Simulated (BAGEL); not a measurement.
# HF/6-31G(d) (density fitting with qzvpp-jkfit, spherical functions) run of CH3BN2O (SMILES C=NBN=O)

Aim: the energy change on altering one bond length of CH3BN2O at HF/6-31G* (density fitting with qzvpp-jkfit, spherical functions), from 2 runs. 

The results are computed with BAGEL 1.2.2.

3 further runs of the same task are left out: 1 that didn't finish, 2 set aside as unsound or not needed.

## Step 1: Starting point

The species is CH3BN2O (8 atoms), meant as a singlet with charge 0. SMILES: `C=NBN=O`. The coordinates come from a GFN2-xTB relaxation. This is one conformer, not always the lowest.

Bond lengths: C1–N2 1.252 Å, N2–B3 1.439 Å, B3–N4 1.313 Å, N4–O5 1.194 Å, C1–H6 1.097 Å, C1–H7 1.086 Å, B3–H8 1.176 Å. Angles: C1–N2–B3 129.5°, N2–B3–N4 126.2°, B3–N4–O5 164.1°, N2–C1–H6 126.0°, N2–C1–H7 118.4°, N2–B3–H8 124.5°, N4–B3–H8 109.2°, H6–C1–H7 115.6°.

## Step 2: A single-point energy at HF/6-31G(d) (density fitting with qzvpp-jkfit, spherical functions)

job.json

```json
{ "bagel": [

{
  "title": "molecule",
  "basis": "6-31gs.json",
  "df_basis": "qzvpp-jkfit",
  "angstrom": true,
  "geometry": [
    { "atom": "C", "xyz": [    0.319470,   -0.008720,    1.650420 ] },
    { "atom": "N", "xyz": [   -0.267310,    0.359690,    0.607770 ] },
    { "atom": "B", "xyz": [   -0.100380,   -0.097370,   -0.746580 ] },
    { "atom": "N", "xyz": [   -0.656070,    0.424430,   -1.815630 ] },
    { "atom": "O", "xyz": [   -0.969040,    0.677910,   -2.940010 ] },
    { "atom": "H", "xyz": [    1.115730,   -0.760290,    1.710060 ] },
    { "atom": "H", "xyz": [    0.033620,    0.448660,    2.592600 ] },
    { "atom": "H", "xyz": [    0.523980,   -1.044320,   -1.058640 ] }
  ]
},
{ "title": "hf" },
{ "title": "print", "file": "orbitals.molden", "orbitals": true }

]}
```

The basis set 6-31G* is read from a file made from the Basis Set Exchange's data (not shown).

On the command line:

```console
$ BAGEL_NUM_THREADS=1 BAGEL job.json > job.out
```

Output:

```text
* using 1 threads per process

  ===============================================================
  ===============================================================

  *** Geometry ***

  { "atom" : "C", "xyz" : [      0.603711,     -0.016478,      3.118842 ] },
  { "atom" : "N", "xyz" : [     -0.505143,      0.679716,      1.148519 ] },
  { "atom" : "B", "xyz" : [     -0.189691,     -0.184003,     -1.410832 ] },
  { "atom" : "N", "xyz" : [     -1.239793,      0.802056,     -3.431043 ] },
  { "atom" : "O", "xyz" : [     -1.831220,      1.281064,     -5.555814 ] },
  { "atom" : "H", "xyz" : [      2.108424,     -1.436740,      3.231545 ] },
  { "atom" : "H", "xyz" : [      0.063533,      0.847845,      4.899304 ] },
  { "atom" : "H", "xyz" : [      0.990179,     -1.973479,     -2.000540 ] },

  Number of auxiliary basis functions:      435

  Since a DF basis is specified, we compute 2- and 3-index integrals:
    o Being stored without compression. Storage requirement is 0.020 GB

  Number of basis functions:       76
  Number of electrons      :       36

    * METHOD: MOLECULE                             0.48

  *** RHF ***

  === Nuclear Repulsion ===
   137.9451178410

      * DIIS with orbital gradients will be used.

  === RHF iteration (6-31gs.json) ===
      0       -247.73756210          0.02025062           0.08
      1       -247.87242762          0.01294146           0.08
      2       -247.93381403          0.00258271           0.08
      3       -247.93872316          0.00120013           0.08
      4       -247.93950741          0.00044384           0.08
      5       -247.93977342          0.00023325           0.08
      6       -247.93982277          0.00010340           0.08
      7       -247.93983350          0.00003205           0.08
      8       -247.93983434          0.00001484           0.08
      9       -247.93983448          0.00000925           0.08
     10       -247.93983456          0.00000326           0.08
     11       -247.93983456          0.00000163           0.09
     12       -247.93983457          0.00000099           0.08
     13       -247.93983457          0.00000070           0.08
     14       -247.93983457          0.00000057           0.08
     15       -247.93983457          0.00000043           0.08
     16       -247.93983457          0.00000034           0.09
     17       -247.93983458          0.00000017           0.10
     18       -247.93983458          0.00000010           0.10
     19       -247.93983458          0.00000005           0.10
     20       -247.93983458          0.00000002           0.10
     21       -247.93983458          0.00000001           0.10
     22       -247.93983458          0.00000001           0.08
    * SCF iteration converged.

    * Permanent dipole moment:
           (   -0.561546,     0.407571,    -0.771444) a.u.

    * METHOD: HF                                   2.24

    * METHOD: PRINT                                0.01

  ===============================================================
```

Wall time 3.3 s (1 thread of Intel Xeon at 2.50GHz (Skylake/Cascade Lake), shared host).

## Step 3: The distorted shape, same level

hf.json

```json
{ "bagel": [

{
  "title": "molecule",
  "basis": "6-31gs.json",
  "df_basis": "qzvpp-jkfit",
  "angstrom": true,
  "geometry": [
    { "atom": "C", "xyz": [       0.269396,       0.128385,       2.056686 ] },
    { "atom": "N", "xyz": [      -0.317384,       0.496795,       1.014036 ] },
    { "atom": "B", "xyz": [      -0.100380,      -0.097370,      -0.746580 ] },
    { "atom": "N", "xyz": [      -0.656070,       0.424430,      -1.815630 ] },
    { "atom": "O", "xyz": [      -0.969040,       0.677910,      -2.940010 ] },
    { "atom": "H", "xyz": [       1.065656,      -0.623185,       2.116326 ] },
    { "atom": "H", "xyz": [      -0.016454,       0.585765,       2.998866 ] },
    { "atom": "H", "xyz": [       0.523980,      -1.044320,      -1.058640 ] }
  ]
},

{
  "title": "hf"
},

{
  "title": "print",
  "file": "orbitals.molden",
  "orbitals": true
}

]}
```

The basis set 6-31G* is read from a file made from the Basis Set Exchange's data (not shown).

On the command line:

```console
$ BAGEL_NUM_THREADS=1 BAGEL hf.json > hf.out
```

Output:

```text
* using 1 threads per process

  ===============================================================
  ===============================================================

  *** Geometry ***

  { "atom" : "C", "xyz" : [      0.509085,      0.242612,      3.886573 ] },
  { "atom" : "N", "xyz" : [     -0.599769,      0.938806,      1.916250 ] },
  { "atom" : "B", "xyz" : [     -0.189691,     -0.184003,     -1.410832 ] },
  { "atom" : "N", "xyz" : [     -1.239793,      0.802056,     -3.431043 ] },
  { "atom" : "O", "xyz" : [     -1.831220,      1.281064,     -5.555814 ] },
  { "atom" : "H", "xyz" : [      2.013798,     -1.177649,      3.999277 ] },
  { "atom" : "H", "xyz" : [     -0.031094,      1.106935,      5.667035 ] },
  { "atom" : "H", "xyz" : [      0.990179,     -1.973479,     -2.000540 ] },

  Number of auxiliary basis functions:      435

  Since a DF basis is specified, we compute 2- and 3-index integrals:
    o Being stored without compression. Storage requirement is 0.020 GB

  Number of basis functions:       76
  Number of electrons      :       36

    * METHOD: MOLECULE                             0.46

  *** RHF ***

  === Nuclear Repulsion ===
   130.0705939053

      * DIIS with orbital gradients will be used.

  === RHF iteration (6-31gs.json) ===
      0       -247.65640608          0.02036563           0.09
      1       -247.79356435          0.01372655           0.09
      2       -247.86877470          0.00311284           0.08
      3       -247.87563633          0.00158692           0.07
      4       -247.87710839          0.00056262           0.08
      5       -247.87764649          0.00026778           0.09
      6       -247.87774957          0.00012899           0.09
      7       -247.87776806          0.00004189           0.08
      8       -247.87776990          0.00001585           0.09
      9       -247.87777016          0.00000996           0.10
     10       -247.87777023          0.00000365           0.09
     11       -247.87777024          0.00000228           0.09
     12       -247.87777024          0.00000115           0.10
     13       -247.87777024          0.00000071           0.08
     14       -247.87777025          0.00000055           0.07
     15       -247.87777025          0.00000047           0.10
     16       -247.87777025          0.00000039           0.09
     17       -247.87777025          0.00000025           0.09
     18       -247.87777025          0.00000017           0.08
     19       -247.87777025          0.00000009           0.07
     20       -247.87777025          0.00000004           0.08
     21       -247.87777025          0.00000002           0.08
     22       -247.87777025          0.00000001           0.10
     23       -247.87777025          0.00000001           0.09
    * SCF iteration converged.

    * Permanent dipole moment:
           (   -0.532560,     0.484129,    -0.274617) a.u.

    * METHOD: HF                                   2.39

    * METHOD: PRINT                                0.01

  ===============================================================
```

It took 3.6 s on 1 thread of Intel Xeon at 2.50GHz (Skylake/Cascade Lake), shared host.

## Step 4: Summary of results

Level: HF/6-31G* (density fitting with qzvpp-jkfit, spherical functions).

| quantity | value |
| --- | --- |
| first shape: total energy | -247.93983 Eh |
| first shape: dipole moment | 2.64 D |
| first shape: HOMO energy | -10.36 eV |
| first shape: LUMO energy | 1.72 eV |
| first shape: HOMO–LUMO gap | 12.07 eV |
| distorted shape: total energy | -247.87777 Eh |
| distorted shape: dipole moment | 1.96 D |
| distorted shape: HOMO energy | -9.86 eV |
| distorted shape: LUMO energy | 0.91 eV |
| distorted shape: HOMO–LUMO gap | 10.76 eV |
| energy change with the N2–B3 bond stretched from 1.439 to 1.871 Å | 1.689 eV |

What this shows: With the N2–B3 bond stretched from 1.439 to 1.871 Å the energy rises by 1.69 eV (39 kcal/mol). The first shape isn't relaxed at this level, so the change isn't measured from a minimum.
